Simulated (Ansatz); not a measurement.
# TaN: the cost of one run

Program: the Python package of Ansatz 0.2.0. Level of theory: DFT LDA, plane waves, PAW. These are calculated values, not measurements.

### Step 1. The system

The structure is hexagonal, space group P6/mmm (No. 191). Conventional cell: a = 5.191 Å, b = 5.191 Å, c = 2.908 Å, α = 90.00°, β = 90.00°, γ = 120.00°. Ta (site symmetry 6/mmm) is surrounded by 6 N at 2.60 Å and 2 Ta at 2.91 Å. Ta (site symmetry -6m2) is surrounded by 6 N at 2.09 Å. Around N (site symmetry mmm) lie 6 Ta at 2.09 to 2.60 Å.

The script holds or builds the structure itself.

### Step 2. Script

File tan.py:

```python
"""Convergence of TaN with the k-point mesh."""

from dataclasses import dataclass
import warnings

import ansatz as az
import matplotlib.pyplot as plt


@dataclass(frozen=True)
class Settings:
    filling: str = "fermi_dirac"
    width_ev: float = 0.1
    cutoff: int = 450
    xc: str = "lda"


settings = Settings()


def main() -> None:
    warnings.simplefilter("ignore", az.DeckWarning)

    xtal = (
        az.Lattice.of([5.191, 0.0, 0.0], [-2.5955, 4.49553787, 0.0], [0.0, 0.0, 2.908])
        .atom("Ta", [0.0, 0.0, 0.0])
        .atom("Ta", [1 / 3, 2 / 3, 0.5])
        .atom("Ta", [2 / 3, 1 / 3, 0.5])
        .atom("N", [0.5, 0.0, 0.0])
        .atom("N", [0.5, 0.5, 0.0])
        .atom("N", [0.0, 0.5, 0.0])
    )

    base = (
        xtal.calculation()
        .occupations(settings.filling, width=settings.width_ev)
        .basis(settings.cutoff)
        .functional(settings.xc)
        .forces()
        .stress()
    )

    rows = []
    for value in [(2, 2, 3), (2, 2, 4), (3, 3, 5), (4, 4, 6), (5, 5, 8), (6, 6, 10)]:
        r = base.kpoints(*value).run().report
        rows.append((value, r["free_energy_ev"] / len(r["lattice"]["sites"]), r["n_iterations"], sum(r["stress_gpa"][i][i] for i in range(3)) / 3, max(abs(f) for row in r["forces_ev_ang"] for f in row), r["n_kpoints"]))

    print("        mesh   F/atom (eV)    iterations       P (GPa)  max component (eV/A)      k-points")
    for row in rows:
        print(f"{str(row[0]):>12s}  {row[1]:12.5f}  {row[2]:12d}  {row[3]:12.3f}  {row[4]:20.4f}  {row[5]:12d}")

    # differences from the last row
    for row in rows[:-1]:
        shift = 1000 * (row[1] - rows[-1][1])
        print(f"{row[0]}: {shift:+.2f} meV/atom" + ("  (within 5 meV)" if abs(shift) < 5 else ""))
    plt.figure(figsize=(4.5, 3))
    plt.plot([str(row[0]) for row in rows], [1000 * (row[1] - rows[-1][1]) for row in rows], "o-")
    plt.xlabel("mesh")
    plt.ylabel("F - F(last) (meV/atom)")
    plt.tight_layout()
    plt.savefig("kconv.png", dpi=100)


if __name__ == "__main__":
    main()
```

### Step 3. The run

Launch:

```console
> python tan.py
```

What time and memory should one allow on 1 thread of Arm Neoverse V2, shared host?

About 12 s, with a peak of 0.47 GiB.
